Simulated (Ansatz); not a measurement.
Runs of Ansatz 0.2.0 on AlCo4. The structure is trigonal, space group R-3m (No. 166). Conventional cell: a = 2.579 Å, b = 2.579 Å, c = 29.923 Å, α = 90.00°, β = 90.00°, γ = 120.00°. Around Co (site symmetry 3m) lie 9 Co at 2.45 to 2.58 Å and 3 Al at 2.52 Å. Co (site symmetry 3m) is surrounded by 12 Co at 2.45 to 2.58 Å. Al (site symmetry -3m) has 6 Co at 2.52 Å and 6 Al at 2.58 Å as nearest neighbours. The cell comes from a database or a generator and needn't be the stable form of this composition.

| task | level | spin | cell | k mesh | cutoff (eV) | gap on the mesh (eV) | pressure (GPa) | moment (μB) | relaxed volume (Å³/atom) | largest force (eV/Å) |
| --- | --- | --- | --- | --- | --- | --- | --- | --- | --- | --- |
| single point | PBEsol | off | as given | 12 × 12 × 12 | 420 | none | -16.0 | - | - | 0.24 |
| relaxation of cell and atoms | LDA | collinear, ferromagnetic start | relaxed | 12 × 12 × 12 | 420 | none | 0.0 | 4.56 | 10.51 | - |
| single point | PBEsol | non-collinear, random start | as given | 9 × 9 × 9 | 420 | none | (a) | 5.90 | - | 0.19 |
| single point | PBEsol | collinear, ferromagnetic start | as given | 12 × 12 × 12 | 420 | none | -7.8 | 5.93 | - | 0.19 |
| single point | PBEsol | collinear, ferrimagnetic start | as given | 12 × 12 × 12 | 420 | none | -7.8 | 5.93 | - | 0.19 |
| single point | PBEsol | collinear, random start | as given | 12 × 12 × 12 | 420 | none | -7.8 | 5.93 | - | 0.19 |
| relaxation of cell and atoms | r2SCAN | collinear, ferromagnetic start | relaxed | 12 × 12 × 12 | 500 | none | 0.0 | (b) | 11.44 | 0.01 |

Alike in all rows: potentials or basis Ansatz PAW; smearing fermi-dirac 0.05 eV.

Question: Fill in the values left out.

Answer: (a) -7.7; (b) 6.91.

Caveats: the PAW data sets come from PBE, with cores solved anew for the run's functional, which leaves a small shift of forces and pressure; the starting moments weren't kept (some runs); the plane-wave basis is chosen anew once the cell has moved, so the energies of steps on either side of that aren't comparable (some runs); the magnetic or orbital state may not be the lowest (some runs).

A gap of «none» marks a metal or a gap under the smearing width.

Runs at the PBE level aren't shown here.
